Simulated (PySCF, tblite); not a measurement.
# C5H10O2Si: geometry, infrared bands and NMR shifts

Wanted: the infrared bands and NMR shifts of C5H10O2Si (`C[C@@H]1COCC(=O)[SiH2]1`), by calculation.

Computed with tblite 0.8.0 and PySCF 2.14.0, with density-fitted response routines of our own, on a single molecule in the gas phase. Atoms are numbered from 0 throughout.

### Step 1. The molecule as given

18 atoms, charge 0, multiplicity 1; geometry from: force field or distance geometry start.

Bonds of the start (Å): C0–C1 1.49, C1–C2 1.55, C2–O3 1.35, O3–C4 1.40, C4–C5 1.51, C5–O6 1.21, C5–Si7 1.84, Si7–C1 1.90, C0–H8 1.11, C0–H9 1.12, C0–H10 1.12, C1–H11 1.09, C2–H12 1.13, C2–H13 1.08, C4–H14 1.10, C4–H15 1.10, Si7–H16 1.45, Si7–H17 1.47.

### Step 2. Relaxing the molecule with GFN2-xTB

The job: settings as JSON, then the geometry in Å.

```
{"job": {"kind": "relax", "xc": "GFN2-xTB", "basis": "xTB"}, "charge": 0, "multiplicity": 1}
C     -2.225300     0.180100    -0.184900
C     -0.821900     0.005500    -0.643200
C     -0.218000    -1.285700    -0.029600
O      1.105900    -1.441700    -0.259100
C      1.966300    -0.727200     0.575700
C      1.946200     0.722800     0.137200
O      2.964400     1.356600    -0.029000
Si     0.273200     1.456600    -0.106300
H     -2.329000     1.223400     0.189000
H     -2.506400    -0.535000     0.630800
H     -2.888400     0.034500    -1.073000
H     -0.728900    -0.102300    -1.727900
H     -0.754900    -2.106100    -0.590700
H     -0.557700    -1.380900     0.995300
H      1.680500    -0.768700     1.632000
H      2.994500    -1.081800     0.403800
H      0.242900     2.482900    -1.136300
H     -0.152000     1.973300     1.204400
```

Launch:

```sh
> OMP_NUM_THREADS=1 python probes_run.py task.json out
```

This one command runs all jobs of the session in turn.

**Question.** This job is followed by: GFN2-xTB harmonic vibrations, gas phase; GIAO PBE0/pcSseg-1 NMR shielding, non-relativistic, gas phase. What will the session give for the following? strongest single infrared mode (GFN2-xTB); zero-point energy (GFN2-xTB); 13C shifts against TMS (PBE0/pcSseg-1); 1H shifts against TMS (PBE0/pcSseg-1, means over atoms taken as alike); 17O shifts against H2O (PBE0/pcSseg-1); 29Si shifts against TMS (PBE0/pcSseg-1); surface potential, 1st and 99th percentile.

As calculated:

| quantity | value |
| --- | --- |
| strongest single infrared mode (GFN2-xTB) | 2298 cm⁻¹, 274 km/mol |
| zero-point energy (GFN2-xTB) | 87.2 kcal/mol |
| 13C shifts against TMS (PBE0/pcSseg-1) | 248.6, 89.2, 78.7, 23.9, 15.5 ppm |
| 1H shifts against TMS (PBE0/pcSseg-1, means over atoms taken as alike) | 4.53, 4.32, 4.14, 3.88, 3.78, 3.37, 1.77, 1.10 ppm |
| 17O shifts against H2O (PBE0/pcSseg-1) | 861.2, 46.4 ppm |
| 29Si shifts against TMS (PBE0/pcSseg-1) | -64.9 ppm |
| surface potential, 1st and 99th percentile | -1.55 V and 1.17 V |

In words: Relaxing lowered the energy by 0.551 eV in 93 steps; the close pair that moved most is C5–Si7, from 1.843 to 1.924 Å. All 48 modes are real, so the xTB geometry is a minimum. The strongest single mode, at 2298 cm⁻¹, moves mainly H16. GFN2-xTB is a fitted tight-binding method: band positions and strengths are rough. Its intensities can rank the bands wrongly. At PBE0/pcSseg-1: The largest span, 1853 ppm, is at O6, where the paramagnetic term is -921 ppm. By nearest atom (PBE0/pcSseg-1), the HOMO sits on O6 42 %; C5 13 % and the LUMO on C5 43 %; O6 29 %.
